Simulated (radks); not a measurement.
# Gd³⁺ in [Xe] 4f7: an all-electron calculation

Wanted: eigenvalues, radial structure and energy terms of the gadolinium ion Gd3+.

Program: radks (a radial shooting solver on a logarithmic mesh, Libxc functionals) version 1. Level of theory: Dirac Kohn-Sham, LDA (Slater exchange, Perdew-Zunger correlation), spin-unpolarised, spherical densities, point nucleus; open shells fill j = l - 1/2 first. These are calculated values, not measurements, unless marked.

### Step 1. The atom as given

```
element       : gadolinium (Z = 64)
charge        : +3
electrons     : 61
configuration : [Xe] 4f7
```

### Step 2. The run

The run's settings:

```text
Z 64
configuration [Xe] 4f7
relativity Dirac
functional lda,pz
spin unpolarised
j_filling energy
nucleus point
c 137.035999084
```

Command:

```
$ python run_ks.py task.json out
```

All runs below come from this command, one after another.

**Question.** What will this run give?

**Answer**, as computed:

| quantity | value |
| --- | --- |
| total energy | -11271.1704 hartree |
| exchange-correlation share of it | 2.14 % |
| −T/E | 1.0904 |
| highest occupied level | 4f7/2, -33.473 eV |
| most extended occupied level | 5p3/2, <r> = 1.56 bohr |
| radius at density 0.001 e/bohr³ | 3.25 bohr |
| maxima of the radial density | 4 |
| ionisation energy, NIST | 44.4 (semi-emp.) eV |

What this shows: 5 principal shells are occupied and 4 maxima appear in the radial density; where shells overlap, one shows as a shoulder or not at all. −T/E is 1.090: with relativity the kinetic term as defined here no longer equals −E. Minus the highest eigenvalue, 33.473 eV, is 75 % of the tabulated ionisation energy (44.4 eV); the potential of a semilocal functional falls off too fast, so its top eigenvalue is too shallow. Spin polarisation and multiplet splitting are left out.
